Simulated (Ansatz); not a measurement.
# Cd4SeS3: the cost of one run

Program: Ansatz 0.2.0. Level of theory: DFT PBE, scalar-relativistic, plane waves, PAW. These are calculated values, not measurements.

### Step 1. The starting structure

It takes space group P-4m2 (No. 115, tetragonal). Conventional cell: a = 4.242 Å, b = 4.242 Å, c = 11.961 Å, α = 90.00°, β = 90.00°, γ = 90.00°. Cd (site symmetry 2mm) is surrounded by 4 S at 2.57 Å. Around Cd (site symmetry 2mm) lie 2 S at 2.58 Å and 2 Se at 2.66 Å. Se (site symmetry -4m2) has 4 Cd at 2.66 Å as nearest neighbours. S (site symmetry 2mm) has 4 Cd at 2.57 to 2.58 Å as nearest neighbours. Around S (site symmetry -4m2) lie 4 Cd at 2.57 Å.

As a file:

```
CELL_PARAMETERS angstrom
4.24184 0.00000 0.00000
0.00000 4.24184 0.00000
0.00000 0.00000 11.96146
ATOMIC_POSITIONS crystal
Cd 0.50000 0.00000 0.62161
Cd 0.00000 0.50000 0.86557
Cd 0.50000 0.00000 0.13443
Cd 0.00000 0.50000 0.37839
Se 0.00000 0.00000 0.00000
S 0.50000 0.50000 0.25656
S 0.00000 0.00000 0.50000
S 0.50000 0.50000 0.74344
```

The cell was relaxed beforehand at this level, from a generated guess; it needn't be the stable form of this composition. At a tolerance of 0.02 Å it has space group P-4m2 (No. 115); it has 26.90 Å³/atom, an uncorrected energy of -0.65 eV/atom over the elements.

### Step 2. Static run: bands, density of states and charges

input.yaml reads:

```yaml
crystal:
  lattice:
    - [4.2418401793, 0.0, 0.0]
    - [0.0, 4.2418401793, 0.0]
    - [0.0, 0.0, 11.9614619347]
  atoms:
    - { symbol: Cd, position: [0.5, 0.0, 0.6216115045] }
    - { symbol: Cd, position: [0.0, 0.5, 0.865570808] }
    - { symbol: Cd, position: [0.5, 0.0, 0.134429192] }
    - { symbol: Cd, position: [0.0, 0.5, 0.3783884955] }
    - { symbol: Se, position: [0.0, 0.0, 0.0] }
    - { symbol: S, position: [0.5, 0.5, 0.2565630569] }
    - { symbol: S, position: [0.0, 0.0, 0.5] }
    - { symbol: S, position: [0.5, 0.5, 0.7434369431] }
basis:
  ecutwfc: 420
kpoints:
  mp_grid: { grid: [6, 6, 4] }
  band_path:
    path:
      - [[0.0, 0.0, 0.0], [0.0, 0.5, 0.0], [0.5, 0.5, 0.0], [0.0, 0.0, 0.0], [0.0, 0.0, 0.5], [0.0, 0.5, 0.5], [0.5, 0.5, 0.5], [0.0, 0.0, 0.5]]
      - [[0.0, 0.5, 0.0], [0.0, 0.5, 0.5]]
      - [[0.5, 0.5, 0.0], [0.5, 0.5, 0.5]]
    npoints: 14
hamiltonian:
  xc: pbe
scf:
  occupations: { method: gaussian, width: 0.02 }
  n_extra_bands: 20
output:
  forces: true
  stress: true
  eigenvalues: true
  populations: true
  dos: { projected: true, de: 0.02, nscf_kmesh: { grid: [9, 9, 6] } }
  bader: true
  write_density: true
  write_potential: true
  elf: true
  volumetric_format: npy
```

On the command line:

```sh
> ansatz run input.yaml --threads 1 --pin off --max-ram 2560MiB --backend cpu --events-out ev --progress --plain --runs-dir out
```

Q: Estimate wall time and peak memory on 1 thread of Intel Xeon Platinum 8488C (Sapphire Rapids), shared host.

About 4 min, with a peak of 1.3 GiB.
